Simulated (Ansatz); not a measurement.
## BrGeHO, SMILES [OH][Ge][Br]: the energy of protonation at one site, step by step

Program: Ansatz 0.2.0, Python API.

Notebook, run cell by cell (the value of a cell's last expression is shown):

**Cell 1**
```python
import warnings

import ansatz as az
from ase import Atoms
import numpy as np
```

**Cell 2**
```python
BASIS_SET = 'def2-SVP'
XC = 'r2SCAN'
DISPERSION = 'd3bj'
CHARGE = 1
FMAX = 0.01
```

**Cell 3**
```python
warnings.simplefilter('ignore', az.DeckWarning)
```

**Cell 4**
```python
atoms = Atoms(['O', 'Ge', 'Br', 'H'], positions=[
    (-0.8753, 0.2995, -0.7475),
    (-0.5032, -0.4243, 0.7998),
    (1.6976, -1.087, 0.7437),
    (-0.2635, 1.1515, -0.8162),
])
brgeho = az.Crystal.molecule_from_ase(atoms)
```

**Cell 5**
```python
calculation = brgeho.calculation()
calculation = calculation.basis(gaussian=BASIS_SET).functional(XC, dispersion=DISPERSION)
calculation = calculation.scf(lower_state_search='standard')
symbols = [site.symbol for site in brgeho.cartesian_sites]
start = np.array([site.position_ang for site in brgeho.cartesian_sites], dtype=float)
rep = calculation.relax(force_tolerance=0.01, max_steps=100).run().report
end = np.array(rep['positions_ang'])
```

**Cell 6**
```python
# start the new hydrogen opposite the existing bonds
away = sum((end[0] - end[j]) / np.linalg.norm(end[0] - end[j]) for j in [1, 3]) + np.array([0.15, 0.1, -0.2])
proton = end[0] + 1.0 * away / np.linalg.norm(away)
acid = az.Crystal.molecule()
for symbol, place in zip(symbols, end):
    acid = acid.atom(symbol, place.tolist())
acid = acid.atom('H', proton.tolist())
protonated = acid.calculation()
protonated = protonated.basis(gaussian=BASIS_SET)
protonated = protonated.functional(XC, dispersion=DISPERSION)
protonated = protonated.scf(lower_state_search='standard').charge(CHARGE)
protonated = protonated.relax(force_tolerance=FMAX, max_steps=80)
after = protonated.run().report
xyz = np.array(after['positions_ang'])
reach = np.linalg.norm(xyz[:-1] - xyz[-1], axis=1)
print(f'base {rep["free_energy_ev"]:.5f} eV, protonated {after["free_energy_ev"]:.5f} eV')
print(f'the proton ends {reach.min():.3f} A from {symbols[reach.argmin()]}{reach.argmin()}')
print(f'electronic proton affinity {96.485332 * (rep["free_energy_ev"] - after["free_energy_ev"]):.1f} kJ/mol')
```
Output:
```text
base -128611.18654 eV, protonated -128619.68345 eV
the proton ends 0.975 A from O0
electronic proton affinity 819.8 kJ/mol
```

The settings weren't tested for convergence. The proton is put on one chosen atom, which needn't be the most basic site, so the molecule's proton affinity can be higher; the ends are stationary points, not checked by frequencies, and zero-point and thermal terms count only where printed. A dispersion term here runs with damping parameters fitted for another variant or functional. The script silences the warnings on its input, which a real study should read. Wall time of the script: 77 s on 1 thread of Arm Neoverse V2, on a shared host, peak memory 0.24 GiB.
